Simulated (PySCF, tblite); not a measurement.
# C₅H₁₁B₂F: geometry, infrared bands and NMR shifts

What infrared bands and NMR shifts should C₅H₁₁B₂F (`B/C(C)=C/[C@H](C)BF`) show?

The runs use tblite 0.8.0 and PySCF 2.14.0, with density-fitted response routines of our own; the level of theory stands in each step. All values are computed, except where a source is named. Atoms are numbered from 0 throughout.

**1. The molecule as given**

19 atoms, charge 0, multiplicity 1; geometry from: force field or distance geometry start.

Bonds of the start (Å): B0–C1 1.59, C1–C2 1.50, C1–C3 1.35, C3–C4 1.51, C4–C5 1.53, C4–B6 1.61, B6–F7 1.44, B0–H8 1.18, B0–H9 1.18, C2–H10 1.10, C2–H11 1.12, C2–H12 1.12, C3–H13 1.10, C4–H14 1.12, C5–H15 1.13, C5–H16 1.11, C5–H17 1.12, B6–H18 1.18.

**2. Optimising the geometry with GFN2-xTB**

The job: settings as JSON, then the geometry in Å.

```
{"job": {"kind": "relax", "xc": "GFN2-xTB", "basis": "xTB"}, "charge": 0, "multiplicity": 1}
B      2.675900    -0.934500     0.379000
C      1.367100    -0.046000     0.195100
C      1.531900     1.445600     0.135900
C      0.164400    -0.651600     0.152500
C     -1.149600     0.072500     0.000500
C     -2.292800    -0.715400     0.641600
B     -1.448200     0.290500    -1.565600
F     -1.591400     1.626300    -2.091200
H      3.737800    -0.427900     0.442100
H      2.586000    -2.110000     0.459300
H      2.586400     1.746100     0.046200
H      0.988400     1.845000    -0.755200
H      1.100900     1.914000     1.061400
H      0.126800    -1.747000     0.209400
H     -1.110200     1.075300     0.492300
H     -2.081400    -0.855000     1.738700
H     -3.244900    -0.155700     0.553200
H     -2.405700    -1.720400     0.171700
H     -1.551300    -0.642300    -2.274300
```

Run with:

```sh
> OMP_NUM_THREADS=1 python probes_run.py task.json out
```

This one command runs all jobs of the session in turn.

**Question.** This job is followed by: GFN2-xTB harmonic vibrations, gas phase; GIAO PBE0/pcSseg-1 NMR shielding, non-relativistic, gas phase. What will the session give for the following? strongest single infrared mode (GFN2-xTB); zero-point energy (GFN2-xTB); 13C shifts against TMS (PBE0/pcSseg-1); 1H shifts against TMS (PBE0/pcSseg-1, means over atoms taken as alike); 11B shifts against BF3·OEt2 (PBE0/pcSseg-1); 19F shifts against CFCl3 (PBE0/pcSseg-1).

**Answer**, as computed:

| quantity | value |
| --- | --- |
| strongest single infrared mode (GFN2-xTB) | 1243 cm⁻¹, 220 km/mol |
| zero-point energy (GFN2-xTB) | 94.1 kcal/mol |
| 13C shifts against TMS (PBE0/pcSseg-1) | 173.8, 161.5, 40.7, 23.2, 16.6 ppm |
| 1H shifts against TMS (PBE0/pcSseg-1, means over atoms taken as alike) | 6.74, 6.73, 5.23, 2.61, 2.34, 1.41 ppm |
| 11B shifts against BF3·OEt2 (PBE0/pcSseg-1) | 72.5, 50.9 ppm |
| 19F shifts against CFCl3 (PBE0/pcSseg-1) | -15.1 ppm |

**Reading.** Relaxing lowered the energy by 0.456 eV in 92 steps; the close pair that moved most is B6–F7, from 1.443 to 1.316 Å. No mode is imaginary among the 51: a minimum at this level. The strongest single mode, at 1243 cm⁻¹, is spread over many atoms; the largest shares are those of B6, H14. GFN2-xTB is a fitted tight-binding method: band positions and strengths are rough. Its intensities can rank the bands wrongly. At PBE0/pcSseg-1: Shielding is most anisotropic at F7 (span 461 ppm, paramagnetic term -282 ppm).
